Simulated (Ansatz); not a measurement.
**H3NSSn: basis-set convergence**

One table from this session's results is given with a row withheld; the runs are named, their logs left out.

Computed with Ansatz 0.2.0, Gaussian basis. Level: one geometry, several basis sets.

The runs, in order: PBE0-D4/def2-SVP; ωB97M-V/def2-SVP; PBE0-D4/def2-QZVPP; ωB97M-V/def2-QZVPP; the functionals' def2-TZVPP values are taken from earlier runs.

## Structure used throughout

An earlier PBE0-D4 in a triple-zeta def2 set relaxation fixed the geometry. Sn takes the def2 core potential; no spin-orbit term is included.

SMILES `[NH2][Sn][SH]`, 6 atoms, charge 0, spin multiplicity 1.

Atoms are counted from 1 here; the program's logs count them from 0.

Bond lengths: N1–Sn2 2.010 Å, N1–H4 1.008 Å, N1–H5 1.007 Å, Sn2–S3 2.443 Å, S3–H6 1.342 Å. Angles: Sn2–N1–H4 125.5°, Sn2–N1–H5 122.9°, H4–N1–H5 111.6°, N1–Sn2–S3 92.6°, Sn2–S3–H6 93.4°.

Set-up of the first run:

in.yaml

```yaml
crystal:
  periodic: [false, false, false]
  atoms:
    - {symbol: N, position_ang: [-0.904771, 0.210361, -0.976729]}
    - {symbol: Sn, position_ang: [0.273825, -1.207472, -0.176324]}
    - {symbol: S, position_ang: [1.180274, 0.331640, 1.490720]}
    - {symbol: H, position_ang: [-0.964800, 1.167471, -0.664949]}
    - {symbol: H, position_ang: [-1.517000, 0.035687, -1.757575]}
    - {symbol: H, position_ang: [1.974470, -0.601588, 2.038658]}
basis:
  gaussian: {orbitals: def2-SVP}
hamiltonian: {xc: pbe0, dispersion: d4}
output: {orbitals: {seedname: orbitals}}
```

Among the steps run: PBE0-D4 in def2-SVP; ωB97M-V in def2-SVP; PBE0-D4 in def2-QZVPP; ωB97M-V in def2-QZVPP.

One table of the session follows, with a row left open; its other results are not shown here.

It belongs to the step «Functionals by basis». 

```
functional       basis  HOMO (eV)  LUMO (eV)
   PBE0-D4    def2-SVP      -6.77      -1.62
   PBE0-D4  def2-TZVPP      -6.92      -1.81
   PBE0-D4  def2-QZVPP      -6.96      -1.87
   ωB97M-V    def2-SVP          ?          ?
   ωB97M-V  def2-TZVPP      -8.93      -0.11
   ωB97M-V  def2-QZVPP      -8.97      -0.20
```

Estimate the missing values for ωB97M-V, def2-SVP.

**Answer.** HOMO (eV): -8.73; LUMO (eV): 0.17. In the column «HOMO (eV)» it lies between ωB97M-V, def2-TZVPP (-8.93) and PBE0-D4, def2-QZVPP (-6.96).
